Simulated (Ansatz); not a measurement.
# MnBi2Se4: the cost of one run

Computed with Ansatz 0.2.0 (reference: DFT r2SCAN, plane waves, PAW, scalar-relativistic, no spin polarisation, unless a step's input says otherwise).

## Step 1: Starting point

Symmetry: R-3m, No. 166, trigonal system. The conventional cell has a = 4.123 Å, b = 4.123 Å, c = 38.920 Å, α = 90.00°, β = 90.00°, γ = 120.00°. Mn (site symmetry -3m) has 6 Se at 2.82 Å as nearest neighbours. Bi (site symmetry 3m) has 6 Se at 2.88 to 3.14 Å as nearest neighbours. Se (site symmetry 3m) is surrounded by 3 Bi at 2.88 Å. Se (site symmetry 3m) is surrounded by 3 Mn at 2.82 Å and 3 Bi at 3.14 Å.

Structure file:

```
Mn Bi Se
1.0
     2.06145    3.57054    0.00000
    -2.06145    3.57054    0.00000
     0.00000   -2.38036   12.97346
Mn Bi Se
1 2 4
Cartesian
  0.0000 0.0000 0.0000
  0.0000 2.3804 3.5638
  0.0000 2.3804 9.4097
  0.0000 0.0000 5.1881
  0.0000 4.7607 7.7854
  0.0000 0.0000 11.4582
  0.0000 4.7607 1.5153
```

## Step 2: The reference run

Contents of input.yaml:

```yaml
crystal:
  lattice:
    - [2.061453, 3.570536, 0.0]
    - [-2.061453, 3.570536, 0.0]
    - [0.0, -2.380358, 12.973465]
  atoms:
    - { symbol: Mn, position: [0.0, 0.0, 0.0] }
    - { symbol: Bi, position: [0.4249, 0.4249, 0.2747] }
    - { symbol: Bi, position: [0.5751, 0.5751, 0.7253] }
    - { symbol: Se, position: [0.1333, 0.1333, 0.3999] }
    - { symbol: Se, position: [0.8667, 0.8667, 0.6001] }
    - { symbol: Se, position: [0.2944, 0.2944, 0.8832] }
    - { symbol: Se, position: [0.7056, 0.7056, 0.1168] }
  symmetry: { tolerance: 0.0003 }
kpoints:
  mp_grid: { grid: [5, 5, 5], shift: [0, 0, 0] }
magnetization:
  spin_polarized: false
scf:
  occupations: { method: fermi_dirac }
hamiltonian:
  pseudopotentials: { kind: paw }
  xc: r2scan
total_charge: 1
basis:
  ecutwfc: 500
output:
  forces: true
  stress: true
  eigenvalues: true
  write_density: true
  write_potential: true
  elf: true
  volumetric_format: npy
relax:
  max_steps: 40
  cell: {}
```

The run is started by

```sh
ansatz run input.yaml --threads 1 --pin off --max-ram 2560MiB --backend cpu --events-out ev --progress --plain --runs-dir out
```

**Question.** How long does this run take on 1 thread of Intel Xeon 6975P-C (Granite Rapids), shared host, and how much memory does it need?

About 2.6 min, with a peak of 1.1 GiB.
